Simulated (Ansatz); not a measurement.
2 structures of ZrH, a ranking of polymorphs by energy

With Ansatz 0.2.0, Python API.

The script reads `zrh_p4_2_mmc.cif`:
```cif
data_ZrH
_cell_length_a 3.242792
_cell_length_b 3.242792
_cell_length_c 4.948000
_cell_angle_alpha 90.00000
_cell_angle_beta 90.00000
_cell_angle_gamma 90.00000
_symmetry_space_group_name_H-M 'P 1'
_symmetry_Int_Tables_number 1
loop_
_symmetry_equiv_pos_as_xyz
'x, y, z'
loop_
_atom_site_label
_atom_site_type_symbol
_atom_site_fract_x
_atom_site_fract_y
_atom_site_fract_z
Zr1 Zr    0.000000    0.500000    0.000000
Zr2 Zr    0.500000    0.000000    0.500000
H3 H    0.000000    0.000000    0.750000
H4 H    0.000000    0.000000    0.250000
```

Input file `zrh_i_4m2.vasp`:
```text
ZrH
1.0
  -1.64390800    1.64390800    2.50439900
   1.64390800   -1.64390800    2.50439900
   1.64390800    1.64390800   -2.50439900
Zr H
1 1
Direct
   0.00000000    0.00000000    0.00000000
   0.75000000    0.25000000    0.50000000
```

The cells in order, each with its output:

```python
import ansatz as az
from ase.io import read
import numpy as np
```

```python
def solve(name, crystal):
    calc = (
        crystal.calculation()
        .basis(17 * az.Ha)
        .functional("LDA")
        .scf(tolerance=1e-08)
        .kpoints(spacing=0.27)
        .occupations("fermi_dirac", width=0.1)
        .stress()
        .band_table()
    )
    calc = calc.relax(force_tolerance=0.02, max_steps=40, cell=True)
    return calc.run(threads=1, pin="off")
```

```python
def pressure_gpa(outcome):
    return float(np.trace(outcome.report["stress_gpa"]) / 3)
```

```python
def volume_per_atom(outcome):
    return abs(np.linalg.det(outcome.lattice.cell_ang)) / len(outcome.lattice.sites)

phases = {}
atoms = read("zrh_p4_2_mmc.cif")
p4_2_mmc = az.Crystal.from_ase(atoms)
phases["P4_2/mmc"] = p4_2_mmc
atoms = read("zrh_i_4m2.vasp", format="vasp")
i_4m2 = az.Crystal.from_ase(atoms)
phases["I-4m2"] = i_4m2
```

```python
done = {}
for name, crystal in phases.items():
    try:
        done[name] = solve(name, crystal)
    except az.NonConvergedError as error:
        print(name, "did not converge:", str(error)[:120])
```

    DeckWarning: relax.cell: scf.convergence.dr2_threshold = 1e-8 eV is looser than the 4e-10 eV advised for a relaxation that steers and ends on the stress (1e-10 eV for each atom of the cell: 4). What an SCF threshold leaves in a stress goes as its square root, [...]
    DeckWarning: relax.cell: scf.convergence.dr2_threshold = 1e-8 eV is looser than the 2e-10 eV advised for a relaxation that steers and ends on the stress (1e-10 eV for each atom of the cell: 2). What an SCF threshold leaves in a stress goes as its square root, [...]

```python
energy = {name: o.report["energy_sigma0_ev"] / len(o.lattice.sites) for name, o in done.items()}
lowest = min(energy.values())
rows = [(name, len(o.lattice.sites), 1000 * (energy[name] - lowest), pressure_gpa(o), volume_per_atom(o)) for name, o in done.items()]
rows.sort(key=lambda row: row[2])
print("| phase | atoms | dE (meV/atom) | P (GPa) | V (A^3/atom) |")
print("| --- | --- | --- | --- | --- |")
for row in rows:
    print(f"| {row[0]} | {row[1]:d} | {row[2]:.1f} | {row[3]:.2f} | {row[4]:.3f} |")
```

    | phase | atoms | dE (meV/atom) | P (GPa) | V (A^3/atom) |
    | --- | --- | --- | --- | --- |
    | P4_2/mmc | 4 | 0.0 | 0.02 | 12.454 |
    | I-4m2 | 2 | 108.0 | -0.01 | 12.746 |

By space group at the end of each run: P4_2/mmc (+0 meV an atom, 12.5 Å³) and I-4m2 (+108 meV an atom, 12.7 Å³).

For the metals among these phases the mesh is modest: differences between phases can be off by up to 40 meV an atom. Pressure is positive in compression. The cells come from databases of deposited and of computed structures, and not all need be stable phases. Warnings are shown shortened and without file and line. The ranking holds among these structures alone, at zero temperature; the ground state may be another structure. Differences under about 40 meV an atom lie within the error of mesh and functional. Wall time of the script: 38 s on 1 thread of Arm Neoverse V2 (shared host), peak memory 0.48 GiB.

(Lines on the test bed's own set-up are left out of the output.)
